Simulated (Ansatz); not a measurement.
# NbAgCl3: the cost of one run

Method: DFT PBE, scalar-relativistic, plane waves, PAW, in Ansatz 0.2.0.

2 further runs of the same task are left out: 2 set aside as unsound or not needed. Runs told in other sessions of the task aren't counted.

## (1) The structure to begin with

It takes space group Pm-3m (No. 221, cubic). Conventional cell: a = 4.751 Å, b = 4.751 Å, c = 4.751 Å, α = 90.00°, β = 90.00°, γ = 90.00°. Nb (site symmetry m-3m) has 12 Cl at 3.36 Å in its first shell of neighbours. Ag (site symmetry m-3m) has 6 Cl at 2.38 Å in its first shell of neighbours. Cl (site symmetry 4/mmm) is surrounded by 2 Ag at 2.38 Å and 4 Nb at 3.36 Å.

Coordinates:

```
CELL_PARAMETERS angstrom
4.75062 0.00000 0.00000
0.00000 4.75062 0.00000
0.00000 0.00000 4.75062
ATOMIC_POSITIONS crystal
Nb 0.00000 0.00000 0.00000
Ag 0.50000 0.50000 0.50000
Cl 0.00000 0.50000 0.50000
Cl 0.50000 0.00000 0.50000
Cl 0.50000 0.50000 0.00000
```

(A quick probe on a coarse mesh, which set the mesh and smearing, is not shown.)

## (3) Coarse relaxation

Input file input.yaml:

```yaml
crystal:
  lattice:
    - [4.7506209097, 0.0, 0.0]
    - [0.0, 4.7506209097, 0.0]
    - [0.0, 0.0, 4.7506209097]
  atoms:
    - { symbol: Nb, position: [0.0, 0.0, 0.0] }
    - { symbol: Ag, position: [0.5, 0.5, 0.5] }
    - { symbol: Cl, position: [0.0, 0.5, 0.5] }
    - { symbol: Cl, position: [0.5, 0.0, 0.5] }
    - { symbol: Cl, position: [0.5, 0.5, 0.0] }
basis:
  ecutwfc: 420
kpoints:
  mp_grid: { grid: [4, 4, 4] }
hamiltonian:
  xc: pbe
scf:
  occupations: { method: gaussian, width: 0.1 }
  lower_state_search: "off"
output:
  forces: true
  stress: true
  eigenvalues: true
relax:
  adjacent_minimum: "off"
  f_tol: 0.04
  max_steps: 70
  cell: { stress_tol: 0.4 }
```

Run with:

```
ansatz run input.yaml --threads 1 --pin off --max-ram 2560MiB --backend cpu --events-out ev --progress --plain --runs-dir out
```

Q: Estimate wall time and peak memory on 1 thread of Arm Neoverse V1, shared host.

About 11 s, with a peak of 0.38 GiB.
